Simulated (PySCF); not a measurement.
**[Dy(OH)4]−: forces at shaken geometries**

Aim: move all atoms of relaxed [Dy(OH)4]− at random and read energies and forces. The structure is generated, not taken from experiment.

The runs use PySCF 2.14.0; r2SCAN, Dy lcecp-1-SVP with ECP55, O def2-SVP, H def2-SVP; scalar-relativistic core potentials, no spin–orbit coupling.

3 further runs of the same task are left out: 2 for a known fault of the program, 1 that didn't finish.

## 1. The starting structure

9 atoms, charge -1, spin multiplicity 1.

Bond lengths: Dy1–O2 2.115 Å, Dy1–O4 2.115 Å, Dy1–O6 2.115 Å, Dy1–O8 2.115 Å, O2–H3 0.956 Å, O4–H5 0.956 Å, O6–H7 0.956 Å, O8–H9 0.956 Å. Angles: O2–Dy1–O4 109.2°, O2–Dy1–O6 109.6°, O2–Dy1–O8 109.6°, O4–Dy1–O6 109.6°, O4–Dy1–O8 109.6°, O6–Dy1–O8 109.2°, Dy1–O2–H3 177.2°, Dy1–O4–H5 177.2°, Dy1–O6–H7 177.2°, Dy1–O8–H9 177.2°.

Geometry (Å):

```xyz
9

Dy    0.0000    0.0000    0.0000
O     1.3435    1.0814    1.2249
H     1.9199    1.6053    1.7790
O    -1.3435   -1.0814    1.2249
H    -1.9199   -1.6053    1.7790
O     1.0814   -1.3435   -1.2249
H     1.6053   -1.9199   -1.7790
O    -1.0814    1.3435   -1.2249
H    -1.6053    1.9199   -1.7790
```

Formal oxidation states: Dy +3. Each metal's 9 4f electrons lie in its core potential, so multiplicities, spins and levels count the valence alone. An earlier session relaxed this geometry at r2SCAN, Dy lcecp-1-SVP with ECP55, O def2-SVP, H def2-SVP (singlet, point group D2).

Its energy there is -340.285784 Eh.

## 2. Atoms moved at random, σ = 0.06 Å

The input, run.py (the lines that set the calculation):

```python
mol = gto.M(atom='''
Dy     0.05392     0.04188     0.01958
O      1.31775     1.04790     1.16834
H      1.87070     1.61595     1.83519
O     -1.32765    -1.04709     1.16207
H     -1.97550    -1.64809     1.80949
O      1.01090    -1.24981    -1.24422
H      1.60797    -1.98196    -1.73148
O     -1.03844     1.29873    -1.20140
H     -1.51964     1.92250    -1.81758''',
    basis={'Dy': 'lcecp-1-SVP', 'O': 'def2-SVP', 'H': 'def2-SVP'},
    ecp={'Dy': 'lcecp-1-SVP'},
    charge=-1, spin=0)
mf = dft.RKS(mol, xc='R2SCAN')
mf.grids.atom_grid = (50, 194)  # f atoms: unpruned, at least (60, 302)
mf = mf.density_fit()  # fitting sets: Dy AutoAux, O def2-universal-JKFIT, H def2-universal-JKFIT
mf.conv_tol = 1e-08; mf.max_cycle = 55
mf.kernel(dm0)  # dm0: the density of the relaxed state
```

Run with:

```sh
OMP_NUM_THREADS=2 python run.py
```

## 3. Atoms moved at random, σ = 0.15 Å

The input, run.py (the lines that set the calculation):

```python
mol = gto.M(atom='''
Dy     0.03093    -0.12613     0.09091
O      1.36483     1.03509     1.01314
H      1.66349     1.64107     1.94185
O     -1.31679    -1.14347     1.22602
H     -1.90792    -1.63498     1.72860
O      1.23882    -1.17385    -1.15522
H      1.82842    -1.92786    -1.54445
O     -1.28493     1.32737    -1.29339
H     -1.61685     2.00276    -2.00746''',
    basis={'Dy': 'lcecp-1-SVP', 'O': 'def2-SVP', 'H': 'def2-SVP'},
    ecp={'Dy': 'lcecp-1-SVP'},
    charge=-1, spin=0)
mf = dft.RKS(mol, xc='R2SCAN')
mf.grids.atom_grid = (50, 194)  # f atoms: unpruned, at least (60, 302)
mf = mf.density_fit()  # fitting sets: Dy AutoAux, O def2-universal-JKFIT, H def2-universal-JKFIT
mf.conv_tol = 1e-08; mf.max_cycle = 55
mf.kernel(dm0)  # dm0: the density of the relaxed state
```

## 4. Atoms moved at random, σ = 0.06 Å

The input, run.py (the lines that set the calculation):

```python
mol = gto.M(atom='''
Dy    -0.11385    -0.13111     0.13493
O      1.37579     1.07095     1.19719
H      1.83331     1.63193     1.71482
O     -1.35451    -1.03803     1.22746
H     -1.84710    -1.54116     1.85535
O      0.98239    -1.35104    -1.28766
H      1.67104    -1.83910    -1.80398
O     -1.03280     1.30133    -1.22258
H     -1.51427     1.89625    -1.81552''',
    basis={'Dy': 'lcecp-1-SVP', 'O': 'def2-SVP', 'H': 'def2-SVP'},
    ecp={'Dy': 'lcecp-1-SVP'},
    charge=-1, spin=0)
mf = dft.RKS(mol, xc='R2SCAN')
mf.grids.atom_grid = (50, 194)  # f atoms: unpruned, at least (60, 302)
mf = mf.density_fit()  # fitting sets: Dy AutoAux, O def2-universal-JKFIT, H def2-universal-JKFIT
mf.conv_tol = 1e-08; mf.max_cycle = 55
mf.kernel(dm0)  # dm0: the density of the relaxed state
```

What does the calculation give? Wanted: for each run, σ; energy rise; harmonic estimate −½ F·u; largest force component.

**Answer**, as computed:

| σ (Å) | energy rise (eV) | harmonic estimate −½ F·u (eV) | largest force component (eV/Å) |
| --- | --- | --- | --- |
| 0.06 | 1.123 | 1.065 | 3.85 |
| 0.15 | 1.756 | 1.815 | 6.01 |
| 0.06 | 0.972 | 1.093 | 4.87 |

Every displacement raises the energy. For a harmonic well the rise equals −½ F·u; the two differ by at most 13 % here (a move with σ = 0.06 Å), from anharmonicity, the grid and the small forces left at the relaxed point. The bases are small and lack diffuse functions. Spin–orbit coupling is left out.
